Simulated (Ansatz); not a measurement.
# Li6GaSi2 (element-swapped structure): how the settings move a single-point run

How sensitive is a single-point run of Li6GaSi2 (element-swapped structure) to its settings? A reference run comes first, then four runs with altered input.

Program: Ansatz 0.2.0. Level of theory: reference: DFT PBE, plane waves, PAW, scalar-relativistic, no spin polarisation. These are calculated values, not measurements.

**1. The starting structure**

Symmetry: P-62m, No. 189, hexagonal system. Conventional cell: a = 6.724 Å, b = 6.724 Å, c = 3.300 Å, α = 90.00°, β = 90.00°, γ = 120.00°. Around Si (site symmetry -6) lie 9 Li at 2.60 to 2.63 Å. Li (site symmetry m2m) is surrounded by 4 Si at 2.63 Å and 1 Ga at 2.69 Å and 6 Li at 2.87 to 2.92 Å. Li (site symmetry m2m) is surrounded by 2 Ga at 2.32 Å and 2 Si at 2.60 Å. Ga (site symmetry -62m) is surrounded by 6 Li at 2.32 Å.

Coordinates:

```
CELL_PARAMETERS angstrom
3.36183 5.82286 0.00000
-3.36183 5.82286 0.00000
0.00000 0.00000 3.29951
ATOMIC_POSITIONS crystal
Si 0.33330 0.33340 0.50000
Si 0.66670 0.66660 0.50000
Li 0.59960 0.40040 0.00000
Li 0.40040 0.00000 0.00000
Li 0.00000 0.59960 0.00000
Li 0.24180 0.75820 0.50000
Li 0.75820 0.00000 0.50000
Li 0.00000 0.24180 0.50000
Ga 0.00000 0.00000 0.00000
```

**2. Baseline**

File input.yaml:

```yaml
crystal:
  lattice:
    - [3.361831, 5.82286, 0.0]
    - [-3.361831, 5.82286, 0.0]
    - [0.0, 0.0, 3.299512]
  atoms:
    - { symbol: Si, position: [0.3333, 0.3334, 0.5] }
    - { symbol: Si, position: [0.6667, 0.6666, 0.5] }
    - { symbol: Li, position: [0.5996, 0.4004, 0.0] }
    - { symbol: Li, position: [0.4004, 0.0, 0.0] }
    - { symbol: Li, position: [0.0, 0.5996, 0.0] }
    - { symbol: Li, position: [0.2418, 0.7582, 0.5] }
    - { symbol: Li, position: [0.7582, 0.0, 0.5] }
    - { symbol: Li, position: [0.0, 0.2418, 0.5] }
    - { symbol: Ga, position: [0.0, 0.0, 0.0] }
  symmetry: { tolerance: 0.0003 }
kpoints:
  mp_grid: { grid: [3, 3, 6], shift: [0, 0, 0] }
magnetization:
  spin_polarized: false
scf:
  occupations: { method: fermi_dirac, width: 0.111 }
hamiltonian:
  pseudopotentials: { kind: paw }
  xc: pbe
basis:
  ecutwfc: 420
output:
  forces: true
  stress: true
  eigenvalues: true
  write_density: true
  write_potential: true
  elf: true
  volumetric_format: npy
```

Run with:

```
$ ansatz run input.yaml --threads 1 --pin off --max-ram 2560MiB --backend cpu --events-out ev --progress --plain --runs-dir out
```

**3. Changing settings: xc_grid 1**

Edit input.yaml of step 2 so:

```diff
@@ -27,2 +27,3 @@
   ecutwfc: 420
+  xc_grid: 1
 output:
@@ -31,5 +32 @@
   eigenvalues: true
-  write_density: true
-  write_potential: true
-  elf: true
-  volumetric_format: npy
```

**4. Changing settings: lower_state_search standard, xc_grid 2**

Edit input.yaml of step 2 so:

```diff
@@ -22,2 +22,3 @@
   occupations: { method: fermi_dirac, width: 0.111 }
+  lower_state_search: standard
 hamiltonian:
@@ -27,2 +28,3 @@
   ecutwfc: 420
+  xc_grid: 2
 output:
```

**5. Changing settings: ecutwfc 58.8 Ry, accuracy medium**

Edit input.yaml of step 2 so:

```diff
@@ -26,3 +26,3 @@
 basis:
-  ecutwfc: 420
+  ecutwfc: "58.8 Ry"
 output:
@@ -31,5 +31,2 @@
   eigenvalues: true
-  write_density: true
-  write_potential: true
-  elf: true
-  volumetric_format: npy
+accuracy: medium
```

**6. Changing settings: dr2_threshold 1.0e-06, xc revpbe**

Edit input.yaml of step 2 so:

```diff
@@ -22,5 +22,6 @@
   occupations: { method: fermi_dirac, width: 0.111 }
+  convergence: { dr2_threshold: 1.0e-06 }
 hamiltonian:
   pseudopotentials: { kind: paw }
-  xc: pbe
+  xc: revpbe
 basis:
@@ -31,5 +32 @@
   eigenvalues: true
-  write_density: true
-  write_potential: true
-  elf: true
-  volumetric_format: npy
```

**Question.** What will these runs give? Wanted: for each run, ending; energy change; pressure; gap; force.

The runs gave:

| run | ending | energy change | pressure (GPa) | gap (eV) | force (eV/Å) | cycles | time |
| --- | --- | --- | --- | --- | --- | --- | --- |
| reference | converged | 0 | 6.5 | 0.00 | 1.30 | 8 | 3 s |
| 1: xc_grid 1 | converged | 0.0 meV/atom | 6.5 | 0.00 | 1.30 | 8 | 2.2 s |
| 2: lower_state_search standard, xc_grid 2 | converged | 0.0 meV/atom | 6.5 | 0.00 | 1.30 | 8 | 2.8 s |
| 3: ecutwfc 58.8 Ry, accuracy medium | converged | -0.4 meV/atom | 6.5 | 0.00 | 1.30 | 8 | 5.9 s |
| 4: dr2_threshold 1.0e-06, xc revpbe | converged | not comparable | 7.9 | 0.00 | 1.34 | 7 | 2.4 s |

Times don't compare one to one where runs were asked for different outputs or read a saved state (see the inputs); cycles may leave out searches for a lower state.

Residual by cycle in the longest SCF loop of each run; runs are numbered as in the table. The quantity is the density residual dr2, in eV.

| cycle | reference | run 1 | run 2 | run 3 | run 4 |
| --- | --- | --- | --- | --- | --- |
| 1 | 0.13 | 0.13 | 0.13 | 0.13 | 0.112 |
| 2 | 0.032 | 0.032 | 0.032 | 0.0326 | 0.0265 |
| 3 | 0.00502 | 0.00502 | 0.00502 | 0.00466 | 0.00526 |
| 4 | 8.3e-4 | 8.3e-4 | 8.3e-4 | 8.5e-4 | 8.7e-4 |
| 5 | 4.0e-5 | 4.0e-5 | 4.0e-5 | 5.3e-5 | 3.6e-5 |
| 6 | 2.5e-6 | 2.4e-6 | 2.5e-6 | 5.0e-6 | 2.5e-6 |
| 7 | 4.8e-7 | 4.8e-7 | 4.8e-7 | 9.7e-7 | 4.5e-7 |
| 8 | 2.5e-8 | 2.5e-8 | 2.5e-8 | 1.6e-8 | - |

Of the converged runs whose energies compare with the reference's, «ecutwfc 58.8 Ry, accuracy medium» moves the energy most (-0.4 meV/atom). The pressure spans 6.5 to 7.9 GPa over the reference and the converged variants.

The reference is no final answer either: it is run without spin, though an odd electron count or open d shells could carry moments; its mesh is coarse for a cell with so small a gap or none; the structure is made up and not relaxed.
